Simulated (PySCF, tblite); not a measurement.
# C3H9FSSi: geometry, infrared bands and NMR shifts

Aim: predict the infrared bands and NMR shifts of C3H9FSSi (`FCCCS[SiH3]`).

Programs: tblite 0.8.0 and PySCF 2.14.0, with density-fitted response routines of our own. Each step states its level of theory. These are calculated values for one molecule in the gas phase, unless marked as measured. Atoms count from 0, in the outputs and in this text.

### 1 The starting structure

15 atoms, charge 0, multiplicity 1; geometry from: force field or distance geometry start.

Bonds of the start (Å): F0–C1 1.38, C1–C2 1.52, C2–C3 1.51, C3–S4 1.77, S4–Si5 2.14, C1–H6 1.09, C1–H7 1.11, C2–H8 1.11, C2–H9 1.11, C3–H10 1.11, C3–H11 1.12, Si5–H12 1.47, Si5–H13 1.48, Si5–H14 1.46.

### 2 Relaxing the molecule with GFN2-xTB

Job settings and geometry (Å):

```
{"job": {"kind": "relax", "xc": "GFN2-xTB", "basis": "xTB"}, "charge": 0, "multiplicity": 1}
F     -1.800200     0.565000     1.801700
C     -2.251800     0.059100     0.602400
C     -1.016500    -0.369600    -0.170800
C     -0.199500     0.882200    -0.372300
S      1.326200     0.677900    -1.254300
Si     2.795000    -0.521500    -0.267600
H     -3.009900    -0.710200     0.723100
H     -2.704100     0.900500     0.029000
H     -1.247100    -0.911800    -1.111100
H     -0.456500    -1.058300     0.502600
H      0.002400     1.371100     0.606900
H     -0.841500     1.567800    -0.975400
H      2.251500    -1.199000     0.920400
H      3.944400     0.295900     0.177300
H      3.203100    -1.541000    -1.233800
```

Started as:

```
OMP_NUM_THREADS=1 python probes_run.py task.json out
```

This one command runs all jobs of the session in turn.

**Question.** This job is followed by: GFN2-xTB harmonic vibrations, gas phase; GIAO PBE0/pcSseg-1 NMR shielding, non-relativistic, gas phase. Predict these results of the whole session: strongest single infrared mode (GFN2-xTB); zero-point energy (GFN2-xTB); 13C shifts against TMS (PBE0/pcSseg-1); 1H shifts against TMS (PBE0/pcSseg-1, means over atoms taken as alike); 19F shifts against CFCl3 (PBE0/pcSseg-1); 33S shifts against CS2 (PBE0/pcSseg-1); 29Si shifts against TMS (PBE0/pcSseg-1).

As calculated:

| quantity | value |
| --- | --- |
| strongest single infrared mode (GFN2-xTB) | 780 cm⁻¹, 468 km/mol |
| zero-point energy (GFN2-xTB) | 69.6 kcal/mol |
| 13C shifts against TMS (PBE0/pcSseg-1) | 86.3, 39.4, 34.1 ppm |
| 1H shifts against TMS (PBE0/pcSseg-1, means over atoms taken as alike) | 4.72, 4.64, 2.66, 1.81 ppm |
| 19F shifts against CFCl3 (PBE0/pcSseg-1) | -252.0 ppm |
| 33S shifts against CS2 (PBE0/pcSseg-1) | -177 ppm |
| 29Si shifts against TMS (PBE0/pcSseg-1) | -52.0 ppm |

What this shows: Over 146 steps the energy fell by 0.386 eV; of the close pairs, C3–S4 changed most, 1.774 to 1.827 Å. All 39 modes are real, so the xTB geometry is a minimum. GFN2-xTB is a fitted tight-binding method: band positions and strengths are rough. Its intensities can rank the bands wrongly. H6, H7 (mean) (hydrogen on an sp3 CH2 bonded to F) lies farthest downfield among hydrogen, at 4.72 ppm; its carbon carries F, which withdraws density. At PBE0/pcSseg-1: The largest span, 366 ppm, is at S4, where the paramagnetic term is -377 ppm.
